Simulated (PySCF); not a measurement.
# CH6N2Si2: the cost of one run

The runs use PySCF 2.14.0, with density-fitted response routines of our own; the level of theory stands in each step. All values are computed, except where a source is named. Atoms are numbered from 0 throughout.

## (1) The molecule as given

11 atoms, charge 0, multiplicity 1; geometry from: GFN2-xTB. The atoms were then displaced at random by about 0.01 Å, so the start is not that level's minimum.

Bonds of the start (Å): N0–C1 1.17, C1–Si2 1.88, Si2–N3 1.69, N3–Si4 1.77, Si2–H5 1.48, Si2–H6 1.47, N3–H7 1.00, Si4–H8 1.43, Si4–H9 1.47, Si4–H10 1.48.

## (2) Geometry optimisation at PBE0-D3(BJ)/def2-SVP

What the job is given:

```
{"job": {"xc": "PBE0", "basis": "def2-SVP", "d3": "d3bj", "grid": 1, "shake": 0.01, "kind": "geom"}, "charge": 0, "multiplicity": 1}
N      3.628330    -0.495230    -0.548160
C      2.600800    -0.257500    -0.042810
Si     0.953150     0.113560     0.781190
N     -0.157850    -0.130650    -0.463010
Si    -1.920540     0.046130    -0.405290
H      1.029320     1.506230     1.263470
H      0.788530    -0.848920     1.873950
H      0.199810    -0.237560    -1.393560
H     -2.463000    -0.835860    -1.396010
H     -2.302540     1.440390    -0.654950
H     -2.317900    -0.326410     0.969530
```

Started as:

```
OMP_NUM_THREADS=1 python probes_run.py task.json out
```

The driver reads the jobs from task.json and runs them one after another.

**Question.** How long does this first job take on 1 thread of Arm Neoverse V2, shared host, and how much memory does it need?

About 91 s, with a peak of 0.45 GiB.
